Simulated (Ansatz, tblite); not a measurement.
**Cis-NiH2(NH3)2 (NiN2H8): rung by rung**

Aim: run the singlet of cis-NiH2(NH3)2 (NiN2H8) at one geometry on many levels, and compare frontier levels, spin and run time.

Computed with Ansatz 0.2.0, Gaussian basis. Level: as each input shows.

Levels to be run: GFN1-xTB, GFN2-xTB, PBE-D4/def2-TZVP, r2SCAN-D4/def2-TZVP, B2PLYP/def2-TZVP, PBE-QIDH/def2-TZVP, LDA/def2-TZVP, PBE-D4/def2-SVP, PBE0-D4/def2-SVP, HF/STO-3G, CCSD(T)/def2-TZVP, RPA/def2-TZVP.

2 further runs of the same task are left out: 2 set aside as unsound or not needed.

**1. The structure**

The geometry is that of the singlet, from an earlier relaxation (B3LYP-D4/def2-SVP).

11 atoms, charge 0, spin multiplicity 1.

Bond lengths: N1–Ni3 2.001 Å, N1–H6 1.023 Å, N1–H7 1.024 Å, N1–H8 1.023 Å, N2–Ni3 2.001 Å, N2–H9 1.023 Å, N2–H10 1.023 Å, N2–H11 1.024 Å, Ni3–H4 1.471 Å, Ni3–H5 1.471 Å. Angles: Ni3–N1–H6 106.7°, Ni3–N1–H7 122.5°, Ni3–N1–H8 106.5°, H6–N1–H7 107.2°, H6–N1–H8 105.6°, H7–N1–H8 107.2°, Ni3–N2–H9 106.6°, Ni3–N2–H10 106.6°, Ni3–N2–H11 122.5°, H9–N2–H10 105.6°, H9–N2–H11 107.2°, H10–N2–H11 107.2°, N1–Ni3–N2 98.7°, N1–Ni3–H4 172.3°, N1–Ni3–H5 89.0°, N2–Ni3–H4 89.0°, N2–Ni3–H5 172.3°, H4–Ni3–H5 83.3°.

Geometry (Å):

```xyz
11

N    -1.39249    0.74760    0.11030
N     0.75406   -1.38861   -0.11553
Ni    0.60079    0.60315    0.00466
H     2.06745    0.69469   -0.06143
H     0.68585    2.06962    0.08383
H    -1.60426    1.25968    0.97044
H    -2.00586   -0.07250    0.08667
H    -1.68046    1.36359   -0.65409
H     1.36265   -1.68104    0.65302
H     1.27623   -1.59112   -0.97172
H    -0.06394   -2.00507   -0.10614
```

No spin-orbit coupling is included.

PBE0-D4/def2-TZVP was run before; its log isn't repeated, and its numbers join the tables.

**2. GFN1-xTB**

Tight binding, by tblite at 300 K electronic temperature and without a spin-polarisation term:

```python
tblite.interface.Calculator('GFN1-xTB', numbers, positions, charge=0, uhf=0).singlepoint()
```

Energy -402.5204 eV, HOMO -8.44 eV, LUMO -5.92 eV; 0.007 s.

**3. GFN2-xTB**

Tight binding, by tblite at 300 K electronic temperature and without a spin-polarisation term:

```python
tblite.interface.Calculator('GFN2-xTB', numbers, positions, charge=0, uhf=0).singlepoint()
```

Energy -401.0961 eV, HOMO -8.43 eV, LUMO -5.45 eV; 0.005 s.

**4. PBE-D4/def2-TZVP**

start.molden holds the orbitals of an earlier run on this state, given as this run's starting guess.

File in.yaml:

```yaml
crystal:
  periodic: [false, false, false]
  atoms:
    - {symbol: N, position_ang: [-1.392488, 0.747601, 0.110303]}
    - {symbol: N, position_ang: [0.754055, -1.388605, -0.115533]}
    - {symbol: Ni, position_ang: [0.600785, 0.603151, 0.004661]}
    - {symbol: H, position_ang: [2.067446, 0.694688, -0.061433]}
    - {symbol: H, position_ang: [0.685851, 2.069616, 0.083827]}
    - {symbol: H, position_ang: [-1.604261, 1.259684, 0.970440]}
    - {symbol: H, position_ang: [-2.005863, -0.072495, 0.086668]}
    - {symbol: H, position_ang: [-1.680457, 1.363594, -0.654094]}
    - {symbol: H, position_ang: [1.362647, -1.681044, 0.653017]}
    - {symbol: H, position_ang: [1.276230, -1.591115, -0.971717]}
    - {symbol: H, position_ang: [-0.063944, -2.005065, -0.106139]}
basis:
  gaussian: {orbitals: def2-TZVP, initial_orbitals: start.molden}
hamiltonian: {xc: pbe, dispersion: d4}
scf: {omitted_lower_state_checks: [starts]}
output: {forces: true, orbitals: {seedname: orbitals}}
```

On the command line:

```bash
ansatz run in.yaml --threads 2 --pin off --events-out ev --progress --plain --max-ram 4352MiB
```

The runs that follow: r2SCAN-D4/def2-TZVP; B2PLYP/def2-TZVP; PBE-QIDH/def2-TZVP; LDA/def2-TZVP; PBE-D4/def2-SVP; PBE0-D4/def2-SVP; HF/STO-3G; CCSD(T)/def2-TZVP; RPA/def2-TZVP.

Before running them: what should the planned runs give, taken together? Wanted: gap in def2-TZVP, named functionals, smallest and largest; correlation energy, CCSD(T)/def2-TZVP; binding an atom, functionals in def2-TZVP; PBE0 total energy, smallest basis above largest.

The runs gave:

```
                                                 quantity                                value
gap in def2-TZVP, named functionals, smallest and largest  2.28 eV (PBE-D4), 4.65 eV (PBE0-D4)
                    correlation energy, CCSD(T)/def2-TZVP                            -32.48 eV
                binding an atom, functionals in def2-TZVP      2.95 (PBE0-D4) to 3.54 eV (LDA)
          PBE0 total energy, smallest basis above largest        9.92 eV (def2-SVP, def2-TZVP)
```

**Reading.** Over the named functionals in def2-TZVP the gap runs from 2.28 eV (PBE-D4) to 4.65 eV (PBE0-D4); exact exchange widens it. Notes on CCSD(T)/def2-TZVP and its Hartree-Fock reference, which MP2 shares: large T1 diagnostic, restricted state is unstable towards broken spin symmetry.
